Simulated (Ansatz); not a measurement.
**SeF₃+: energies up the ladder**

Wanted for SeF₃+: energies up the ladder. Charge +1.

Program: Ansatz 0.2.0. Level of theory: the levels named in each step. These are calculated values, not measurements.

## (1) The system as given

Bond lengths: F1–Se2 1.665 Å, Se2–F3 1.664 Å, Se2–F4 1.665 Å. Angles: F1–Se2–F3 94.6°, F1–Se2–F4 94.5°, F3–Se2–F4 94.6°.

As a file:

```xyz
4

F    -0.8024   -1.1594   -0.5177
Se   -0.0002   -0.0009    0.3697
F     1.4093   -0.1156   -0.5067
F    -0.6006    1.2779   -0.5122
```

## (2) A rough first relaxation, PBE-D4/def2-SVP

Contents of input.yaml:

```yaml
crystal:
  periodic: [false, false, false]
  atoms:
    - { symbol: F, position_ang: [-0.80245, -1.15942, -0.51767] }
    - { symbol: Se, position_ang: [-0.00024, -0.00086, 0.36972] }
    - { symbol: F, position_ang: [1.40927, -0.11557, -0.50671] }
    - { symbol: F, position_ang: [-0.6006, 1.27793, -0.51221] }
total_charge: 1
basis:
  gaussian: { orbitals: def2-SVP }
hamiltonian:
  xc: pbe
  dispersion: d4
relax:
  f_tol: 0.03
  max_steps: 200
```

Command:

```console
$ ansatz run input.yaml --threads 4 --pin off --max-ram 10240MiB --backend cpu --events-out ev --progress --plain --runs-dir out
```

After this run come: Relaxation, PBE0-D4/def2-TZVPP; Frequencies, PBE0-D4/def2-TZVPP; Single point, PBE-D4/def2-TZVPP; Single point, r2SCAN-D4/def2-TZVPP; Single point, B3LYP-D4/def2-TZVPP; Single point, wB97M-V/def2-TZVPP; Single point, B2PLYP/def2-TZVPP; Single point, LDA/def2-TZVPP; Single point, PBE0-D4/def2-SVP; Single point, PBE-D4/def2-SVP; Single point, CCSD(T)/def2-TZVPP; Single point, CCSD(T)/def2-QZVPP.

**Question.** What will these runs give? Wanted: F1–Se2 at PBE0-D4/def2-TZVPP; Se2–F3 at PBE0-D4/def2-TZVPP; Se2–F4 at PBE0-D4/def2-TZVPP; frequencies at PBE0-D4/def2-TZVPP; energy at CCSD(T)/CBS.

The runs gave:

```
                         quantity            value
     F1–Se2 at PBE0-D4/def2-TZVPP          1.651 Å
     Se2–F3 at PBE0-D4/def2-TZVPP          1.651 Å
     Se2–F4 at PBE0-D4/def2-TZVPP          1.651 Å
frequencies at PBE0-D4/def2-TZVPP  290 to 837 cm⁻¹
            energy at CCSD(T)/CBS    -73461.406 eV
```

**Reading.** No mode is imaginary, so the geometry is a minimum. These totals serve in differences with atoms or fragments at the same level; alone they don't rank the methods.
